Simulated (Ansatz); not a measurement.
# F₃HNSi radical: basis-set convergence

An exercise on one series of results from a longer session: the logs are not shown, and one member is left open.

Method: one geometry, several basis sets; program: Ansatz 0.2.0, Gaussian basis.

Levels to be run: PBE0-D4/def2-SVP; ωB97M-V/def2-SVP; PBE0-D4/def2-QZVPP; ωB97M-V/def2-QZVPP; the functionals' def2-TZVPP values are taken from earlier runs.

## The geometry

All runs share one geometry, relaxed beforehand with PBE0-D4 in a triple-zeta def2 set.

SMILES `[NH][Si](F)(F)F`, 6 atoms, charge 0, spin multiplicity 2.

Atoms are counted from 1 here; the program's logs count them from 0.

Bond lengths: N1–Si2 1.723 Å, N1–H6 1.021 Å, Si2–F3 1.568 Å, Si2–F4 1.573 Å, Si2–F5 1.573 Å. Angles: Si2–N1–H6 114.3°, N1–Si2–F3 109.4°, N1–Si2–F4 111.5°, N1–Si2–F5 111.4°, F3–Si2–F4 107.8°, F3–Si2–F5 107.8°, F4–Si2–F5 108.9°.

The first run:

in.yaml

```yaml
crystal:
  periodic: [false, false, false]
  atoms:
    - {symbol: N, position_ang: [-0.974452, 0.604576, 0.713949]}
    - {symbol: Si, position_ang: [0.193574, -0.089645, -0.346116]}
    - {symbol: F, position_ang: [-0.087141, 0.387634, -1.812630]}
    - {symbol: F, position_ang: [0.123106, -1.661395, -0.330180]}
    - {symbol: F, position_ang: [1.652324, 0.359556, 0.035571]}
    - {symbol: H, position_ang: [-0.865311, 0.335374, 1.693207]}
basis:
  gaussian: {orbitals: def2-SVP}
magnetization: {spin_polarized: true, initial_magnetization: 1}
hamiltonian: {xc: pbe0, dispersion: d4}
output: {orbitals: {seedname: orbitals}}
```

Among the steps run: PBE0-D4 in def2-SVP; ωB97M-V in def2-SVP; PBE0-D4 in def2-QZVPP; ωB97M-V in def2-QZVPP.

One of the session's tables, all rows but one given; the rest of the session is left out.

It belongs to the step «Functionals by basis». 

| functional | basis | HOMO (eV) | LUMO (eV) |
| --- | --- | --- | --- |
| PBE0-D4 | def2-SVP | -8.97 | -4.25 |
| PBE0-D4 | def2-TZVPP | -9.25 | -4.46 |
| PBE0-D4 | def2-QZVPP | -9.29 | -4.51 |
| ωB97M-V | def2-SVP | -11.33 | -2.01 |
| ωB97M-V | def2-TZVPP | ? | ? |
| ωB97M-V | def2-QZVPP | -11.69 | -2.41 |

Q: Estimate the row for ωB97M-V, def2-TZVPP from the others.

The run gave: HOMO (eV): -11.64; LUMO (eV): -2.33. In the column «HOMO (eV)» it lies between ωB97M-V, def2-QZVPP (-11.69) and ωB97M-V, def2-SVP (-11.33).
